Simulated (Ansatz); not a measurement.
# Al3GaO6: the cost of one run

Code: Ansatz 0.2.0. PAW datasets, plane waves, zero pressure. Spin-unpolarised throughout. Whether this structure exists isn't addressed.

### 1 Starting point

This is the cell as the run starts from it, not yet at rest; its lengths are not the crystal's.

Space group R3 (No. 146), trigonal; a = 4.808 Å, c = 13.125 Å in the conventional setting, 8.76 Å³ an atom. Al has 6 O at 1.87–1.99 Å; Ga has 6 O at 1.87–1.99 Å; O has 3 Al at 1.87–1.99 Å and 1 Ga at 1.87 Å.

Coordinates:

Space group R3:H (No. 146). a = 4.808 Å, b = 4.808 Å, c = 13.125 Å, α = 90.00°, β = 90.00°, γ = 120.00°
```csv
atom,site,symmetry,x,y,z
Al,3a,3.,0.6667,0.3333,0.1854
Al,3a,3.,0.3333,0.6667,0.3146
Al,3a,3.,0.3333,0.6667,0.0188
Ga,3a,3.,0.0000,0.0000,0.1479
O,9b,1,0.6667,0.0272,0.0833
O,9b,1,0.6939,0.6939,0.2500
```

### 2 Relaxation with PBE

input.yaml

```yaml
crystal:
  lattice:
    - [2.40415169, 1.38803762, 4.37506538]
    - [-2.40415169, 1.38803762, 4.37506538]
    - [0.0, -2.77607525, 4.37506538]
  atoms:
    - { symbol: Al, position: [0.852096, 0.852096, 0.852096] }
    - { symbol: Al, position: [0.647904, 0.647904, 0.647904] }
    - { symbol: Al, position: [0.352096, 0.352096, 0.352096] }
    - { symbol: Ga, position: [0.147904, 0.147904, 0.147904] }
    - { symbol: O, position: [0.75, 0.4438545, 0.0561455] }
    - { symbol: O, position: [0.9438545, 0.25, 0.5561455] }
    - { symbol: O, position: [0.0561455, 0.75, 0.4438545] }
    - { symbol: O, position: [0.4438545, 0.0561455, 0.75] }
    - { symbol: O, position: [0.5561455, 0.9438545, 0.25] }
    - { symbol: O, position: [0.25, 0.5561455, 0.9438545] }
kpoints:
  mp_grid: { grid: [6, 6, 6] }
hamiltonian:
  xc: pbe
scf:
  occupations: { method: fermi_dirac, width: 0.02 }
relax:
  f_tol: 0.005
  cell: {}
output:
  write_density: true
  write_potential: true
  elf: true
  volumetric_format: npy
```

Command:

```bash
$ ansatz run input.yaml --threads 2 --pin off --max-ram 29491MiB --backend cpu --events-out ev --progress --plain --runs-dir out
```

What time and memory should one allow on 2 threads of AMD EPYC 7R13 (Zen 3), shared host?

About 59 s, with a peak of 0.56 GiB.
